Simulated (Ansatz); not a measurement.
GaSb3:

```
Sb Ga
1.0
     0.00000    3.73060    3.73060
     3.73060    0.00000    3.73060
     3.73060    3.73060    0.00000
Sb Ga
3 1
Cartesian
  3.7306 3.7306 3.7306
  5.5959 5.5959 5.5959
  1.8653 1.8653 1.8653
  0.0000 0.0000 0.0000
```

The cell comes from a database or a generator and needn't be the stable form of this composition.

```yaml
Program: Ansatz 0.2.0
Task: relaxation of cell and atoms
Functional: PBE0
Potentials_or_basis: Ansatz PAW
Cutoff: "420 eV (not typed: the program's choice for these potentials)"
k_mesh: 4 × 4 × 4
Occupations: fermi-dirac, width 0.05 eV
Spin: no spin polarisation
```

At the start: volume 25.96 Å³/atom.

Q: Where does the relaxation end?

A: It ends after 5 steps and the volume is 23.86 Å³/atom (-8.1 %); space group Fm-3m (No. 225, to 0.05 Å).

Step by step:
```csv
step,energy change (eV),largest force (eV/Å),volume (Å³)
1,0.0000,0.0000,103.84
2,-0.1251,0.0000,92.14
3,-0.1495,0.0000,96.17
4,-0.1512,0.0000,95.44
5,-0.1483,0.0000,95.44
```

Final structure:
```
CELL_PARAMETERS angstrom
0.00000 3.62713 3.62713
3.62713 0.00000 3.62713
3.62713 3.62713 0.00000
ATOMIC_POSITIONS crystal
Sb 0.50000 0.50000 0.50000
Sb 0.75000 0.75000 0.75000
Sb 0.25000 0.25000 0.25000
Ga 0.00000 0.00000 0.00000
```

Caveat: the k mesh is coarse (spacing up to 0.36 Å⁻¹), so the values aren't converged, least of all with exact exchange; the plane-wave basis is chosen anew once the cell has moved, so the energies of steps on either side of that aren't comparable; the PAW data sets come from PBE, with cores solved anew for the run's functional, which leaves a small shift of forces and pressure.
